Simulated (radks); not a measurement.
**Cu²⁺ inside a hard spherical wall**

What does compression do to the levels of Cu²⁺? A hard sphere of shrinking radius stands in for pressure; the configuration is held at [Ar] 3d9.

Method: scalar-relativistic Kohn-Sham, PBEsol, spin-polarised, spherical densities, finite nucleus; open shells are filled with parallel spins first. Code: radks (a radial shooting solver on a logarithmic mesh, Libxc functionals) version 1.

**1. The system**

| Item | Value |
| --- | --- |
| element | copper (Z = 29) |
| charge | +2 |
| electrons | 27 |
| configuration | [Ar] 3d9 |
| nuclear rms radius | 3.8823 fm |

Outer shells as boxes (Hund's rule):

Cu²⁺
```
[Ar] core
3d [↑↓][↑↓][↑↓][↑↓][↑ ]
```

**2. The free atom**

Settings of this run:

```text
Z 29
configuration [Ar] 3d9 4s0 4p0 4d0
relativity scalar-relativistic
functional pbe_sol,pbe_sol
spin polarised
nucleus finite rms 3.8823 fm
c 137.035999084
```

**3. Wall at 15 bohr**

Settings, as their differences from step 2:

```diff
@@ -6,2 +6,3 @@
 nucleus finite rms 3.8823 fm
+wall 15 bohr
 c 137.035999084
```

**4. Wall at 12 bohr**

Settings, as their differences from step 3:

```diff
@@ -6,3 +6,3 @@
 nucleus finite rms 3.8823 fm
-wall 15 bohr
+wall 12 bohr
 c 137.035999084
```

**5. Wall at 7 bohr**

Settings, as their differences from step 4:

```diff
@@ -6,3 +6,3 @@
 nucleus finite rms 3.8823 fm
-wall 12 bohr
+wall 7 bohr
 c 137.035999084
```

**6. Wall at 3 bohr**

Settings, as their differences from step 5:

```diff
@@ -6,3 +6,3 @@
 nucleus finite rms 3.8823 fm
-wall 7 bohr
+wall 3 bohr
 c 137.035999084
```

**7. Wall at 2.5 bohr**

Settings, as their differences from step 6:

```diff
@@ -6,3 +6,3 @@
 nucleus finite rms 3.8823 fm
-wall 3 bohr
+wall 2.5 bohr
 c 137.035999084
```

**8. Wall at 2 bohr**

Settings, as their differences from step 7:

```diff
@@ -6,3 +6,3 @@
 nucleus finite rms 3.8823 fm
-wall 2.5 bohr
+wall 2 bohr
 c 137.035999084
```

Q: Predict the outcome of this session. Wanted: for each run, R; E − E(free); ε(3d); ε(4s, empty); ε(4p, empty); ε(4d, empty); pressure.

The runs gave:

```tsv
R (bohr)	E − E(free) (eV)	ε(3d) (eV)	ε(4s, empty) (eV)	ε(4p, empty) (eV)	ε(4d, empty) (eV)	pressure (GPa)
free	0.000	-30.101	-22.298	-15.227	-	0
15	0.000	-30.101	-22.298	-15.227	-	< 0.0001
12	0.000	-30.101	-22.298	-15.227	-	< 0.0001
7	0.000	-30.101	-22.292	-15.179	-6.364	0.000630
3	3.118	-27.390	-13.055	-1.101	20.859	73.3
2.5	10.974	-23.190	0.355	15.419	42.689	392
2	43.336	-11.704	37.780	57.604	90.044	2738
```

In words: Eigenvalues are for spin up. At the tightest wall, 2 bohr, the energy stands 43.336 eV above the free atom and the pressure, −dE/dV, is 2738 GPa. Of the levels in the table that exist at both ends, 4p (empty) rises most from the free atom (72.831 eV). Shells are not refilled when levels cross, and a hard wall is a model, not a crystal.
